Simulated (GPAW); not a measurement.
Runs of GPAW 26.7.0 on BiTe. It takes space group Fm-3m (No. 225, cubic). The conventional cell has a = 6.470 Å, b = 6.470 Å, c = 6.470 Å, α = 90.00°, β = 90.00°, γ = 90.00°. Bi (site symmetry m-3m) is surrounded by 6 Te at 3.23 Å. Te (site symmetry m-3m) has 6 Bi at 3.23 Å as nearest neighbours. 

```tsv
level	potentials or basis	cell	k mesh	cutoff (eV)	maxiter	convergence	data set	gap on the mesh (eV)	pressure (GPa)
PBE	GPAW PAW data sets (gpaw-data 1.2.1), pw	strain = 0.04	7 × 7 × 7	600	150	-	-	none	-1.1
PBE	GPAW PAW data sets (gpaw-data 1.2.1), pw	strain = 0.01	7 × 7 × 7	600	150	-	-	none	0.2
r2SCAN	GPAW PAW data sets (gpaw-data 1.2.1), other valence, pw	as given	6 × 6 × 6	500	120	default	Te 16	none	(a)
PBE	GPAW PAW data sets (gpaw-data 1.2.1), pw	strain = -0.04	7 × 7 × 7	600	150	-	-	none	3.0
```

Alike in all rows: task single point; no spin polarisation; smearing fermi-dirac 0.05 eV.

Question: Fill in the values left out.

Answer: (a) -0.7.

Caveats: spin-orbit coupling is left out, which moves the levels of the heavy elements; the density grid can change from cell to cell, which puts small steps into energies and stress (some runs); the cutoff is short for stress and forces, so pressures can be off by a GPa or more (some runs); the PAW data sets were made with another functional, which shifts forces and pressure a little (some runs).

A k mesh can miss the band edges, and the runs leave out spin-orbit coupling on Bi, Te.

A gap of «none» marks a metal or a gap under the smearing width.

The runs don't all hold the same shells in valence.
